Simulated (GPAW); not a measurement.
Crystal: TiSi2.

```
Ti Si
1.0
     0.00000    4.11752    4.26290
     2.38951    0.00000    4.26290
     2.38951    4.11752    0.00000
Ti Si
2 4
Direct
  0.75000 0.75000 0.75000
  0.50000 0.50000 0.50000
  0.41257 0.08743 0.41257
  0.08743 0.41257 0.08743
  0.16257 0.83743 0.16257
  0.83743 0.16257 0.83743
```

The cell is a database's computed one.

Base run:

| Item | Value |
| --- | --- |
| Program | GPAW 26.7.0 |
| Functional | LDA |
| Potentials or basis | the program's PAW data sets (release 1.2.1) made for this functional |
| Cutoff | 600 eV |
| Basis | pw |
| k mesh | 6 × 6 × 6 |
| Occupations | fermi-dirac, width 0.05 eV |
| Spin | no spin polarisation |

Its results: band gap on the k mesh none (metal or under the smearing width); pressure -4.7 GPa; largest force 0.113 eV/Å.

Q: The run is repeated on the same cell with these changes: hubbard terms from none to Ti d U = 2 eV. What comes out?

A: Band gap on the k mesh none (metal or under the smearing width); pressure -3.1 GPa; largest force 0.065 eV/Å.

Caveats: U without spin polarisation on a metal has little footing (some runs); the U is typed as a test and isn't derived for this compound (some runs).
